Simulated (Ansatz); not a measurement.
# Cl2F2GeH2SSi: one species, many methods

How much do the methods differ for Cl2F2GeH2SSi? The plan is to run it at one geometry with functionals of several rungs and with coupled cluster. The yardstick is the atomisation energy at the CCSD(T) limit.

Program: Ansatz 0.2.0, Gaussian basis. Level of theory: functionals in def2-TZVPP, the program's frozen cores in correlated methods. These are calculated values, not measurements.

The runs, in order: PBE-D4, r2SCAN-D4, PBE0-D4, B3LYP-D4, ωB97X-V, ωB97M-V, B2PLYP; CCSD(T)/def2-TZVPP; MP2/def2-QZVPP; extrapolation to the limit.

## (1) The geometry

All runs share one geometry, relaxed beforehand with PBE0-D4 in a triple-zeta def2 set.

SMILES `F[Si](F)(Cl)[S][GeH2][Cl]`, 9 atoms, charge 0, spin multiplicity 1.

Atoms are counted from 1 here; the program's logs count them from 0.

Bond lengths: F1–Si2 1.580 Å, Si2–F3 1.576 Å, Si2–Cl4 2.015 Å, Si2–S5 2.096 Å, S5–Ge6 2.229 Å, Ge6–Cl7 2.145 Å, Ge6–H8 1.528 Å, Ge6–H9 1.529 Å. Angles: F1–Si2–F3 107.8°, F1–Si2–Cl4 107.9°, F1–Si2–S5 111.0°, F3–Si2–Cl4 108.0°, F3–Si2–S5 107.8°, Cl4–Si2–S5 114.3°, Si2–S5–Ge6 99.8°, S5–Ge6–Cl7 110.0°, S5–Ge6–H8 111.1°, S5–Ge6–H9 104.4°, Cl7–Ge6–H8 107.4°, Cl7–Ge6–H9 108.5°, H8–Ge6–H9 115.3°.

## (2) PBE-D4 (GGA)

The input, in.yaml:

```yaml
crystal:
  periodic: [false, false, false]
  atoms:
    - {symbol: F, position_ang: [-1.813850, 0.472757, 0.408601]}
    - {symbol: Si, position_ang: [-0.934386, -0.584495, 1.186710]}
    - {symbol: F, position_ang: [-1.326044, -0.506462, 2.711129]}
    - {symbol: Cl, position_ang: [-1.427456, -2.417550, 0.511104]}
    - {symbol: S, position_ang: [1.104404, -0.127470, 1.025725]}
    - {symbol: Ge, position_ang: [1.131980, 0.773370, -1.013179]}
    - {symbol: Cl, position_ang: [0.465022, -0.663900, -2.458528]}
    - {symbol: H, position_ang: [0.193092, 1.975417, -1.096189]}
    - {symbol: H, position_ang: [2.607228, 1.078322, -1.275373]}
basis:
  gaussian: {orbitals: def2-TZVPP}
hamiltonian: {xc: pbe, dispersion: d4}
output: {forces: true, orbitals: {seedname: orbitals}}
```

Run with:

```bash
> ansatz run in.yaml --threads 2 --pin off --events-out ev --progress --plain --max-ram 22528MiB --backend cuda --devices 0, --max-vram 18GiB
```

After this run come: r2SCAN-D4 (meta-GGA); PBE0-D4 (hybrid); B3LYP-D4 (hybrid); ωB97X-V (range-separated); ωB97M-V (range-separated); B2PLYP (double hybrid); CCSD(T) in def2-TZVPP; MP2 in def2-QZVPP.

Q: Predict the results of all the runs planned. Wanted: atomisation energy, CCSD(T)/CBS; farthest; mean size of error, hybrid; mean size of error, range-separated; gap, smallest and largest; T1 diagnostic; triples share of the correlation energy.

**Answer**, as computed:

| quantity | value |
| --- | --- |
| atomisation energy, CCSD(T)/CBS | 32.714 eV |
| functionals within 0.327 eV (1.0 %) | PBE-D4, r2SCAN-D4, ωB97X-V, ωB97M-V |
| farthest | B2PLYP (-0.921 eV) |
| mean size of error, hybrid | 0.590 eV |
| mean size of error, range-separated | 0.087 eV |
| gap, smallest and largest | 5.12 eV (PBE-D4), 11.78 eV (ωB97X-V) |
| T1 diagnostic | 0.0110 |
| triples share of the correlation energy | 3.7 % |

What this shows: PBE-D4 misses by +0.173 eV. Double hybrids carry the basis error of their MP2 part in triple zeta, and no dispersion term here, so their miss is partly the set-up's. Misses under about 0.327 eV are within the doubt on the reference itself, which lacks core-valence correlation, relativity and higher excitations, and its outer-core shells are covered unevenly. Hartree-Fock recovers 72 % of the binding; the rest is correlation. The gap grows from 5.1 to 11.8 eV across the functionals, mostly with the share of exact exchange. Correlated methods include outer-core shells of Ge, which these sets cover unevenly.
